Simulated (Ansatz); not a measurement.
# AuCl: up Jacob's ladder to CCSD(T)

One table from this session's results is given with a row withheld; the runs are named, their logs left out.

The runs use Ansatz 0.2.0, Gaussian basis; functionals in def2-TZVPP, the program's frozen cores in correlated methods.

Levels to be run: LDA (SPW92), PBE-D4, revPBE-D4, BLYP-D4, r2SCAN-D4, B97M-V, PBE0-D4, B3LYP-D4, r2SCANh-D4, r2SCAN0-D4, HSE06-D4, BHLYP-D4, CAM-B3LYP-D4, LC-ωPBE, ωB97X-V, ωB97M-V, B2PLYP, PBE-QIDH; CCSD(T)/def2-SVP; CCSD(T)/def2-TZVPP; CCSD(T)/def2-QZVPP; extrapolation to the limit; RPA on PBE.

**The relaxed structure**

An earlier PBE0-D4 in a triple-zeta def2 set relaxation fixed the geometry. Au takes the def2 core potential; no spin-orbit term is included.

SMILES `[Cl][Au]`, 2 atoms, charge 0, spin multiplicity 1.

Atoms are counted from 1 here; the program's logs count them from 0.

Bond lengths: Cl1–Au2 2.225 Å.

Set-up of the first run:

File in.yaml:

```yaml
crystal:
  periodic: [false, false, false]
  atoms:
    - {symbol: Cl, position_ang: [0.961703, -0.368726, 0.477770]}
    - {symbol: Au, position_ang: [-0.932203, 0.308526, -0.473670]}
basis:
  gaussian: {orbitals: def2-TZVPP}
hamiltonian: {xc: lda}
output: {orbitals: {seedname: orbitals}}
```

Command:

```console
$ ansatz run in.yaml --threads 2 --pin off --events-out ev --progress --plain --max-ram 32768MiB --backend cpu
```

Among the steps run: LDA; PBE-D4 (GGA); revPBE-D4 (GGA); BLYP-D4 (GGA); r2SCAN-D4 (meta-GGA); B97M-V (meta-GGA); PBE0-D4 (hybrid); B3LYP-D4 (hybrid); r2SCANh-D4 (hybrid); r2SCAN0-D4 (hybrid); HSE06-D4 (hybrid); BHLYP-D4 (hybrid); CAM-B3LYP-D4 (range-separated); LC-ωPBE (range-separated); ωB97X-V (range-separated); ωB97M-V (range-separated); B2PLYP (double hybrid); PBE-QIDH (double hybrid).

One table of the session follows, with a row left open; its other results are not shown here.

It belongs to the step «Orbital energies across the functionals». 

| functional | HOMO (eV) | LUMO (eV) | gap (eV) |
| --- | --- | --- | --- |
| LDA (SPW92) | -6.96 | -5.05 | 1.92 |
| PBE-D4 | -6.75 | -4.73 | 2.02 |
| revPBE-D4 | -6.68 | -4.62 | 2.06 |
| BLYP-D4 | -6.64 | -4.72 | 1.92 |
| r2SCAN-D4 | -6.99 | -4.53 | 2.46 |
| B97M-V | -6.98 | -4.52 | 2.47 |
| PBE0-D4 | -8.00 | -3.78 | 4.22 |
| B3LYP-D4 | -7.80 | -4.13 | 3.67 |
| r2SCANh-D4 | -7.47 | -4.18 | 3.29 |
| r2SCAN0-D4 | -8.19 | -3.67 | 4.52 |
| HSE06-D4 | -7.61 | -4.15 | 3.45 |
| BHLYP-D4 | -9.15 | -2.94 | 6.21 |
| CAM-B3LYP-D4 | ? | ? | ? |
| LC-ωPBE | -10.57 | -1.55 | 9.03 |
| ωB97X-V | -10.28 | -1.72 | 8.56 |
| ωB97M-V | -10.18 | -1.88 | 8.30 |

Estimate the missing values for CAM-B3LYP-D4.

The run gave: HOMO (eV): -9.34; LUMO (eV): -2.88; gap (eV): 6.46. In the column «HOMO (eV)» it lies between ωB97M-V (-10.18) and BHLYP-D4 (-9.15).
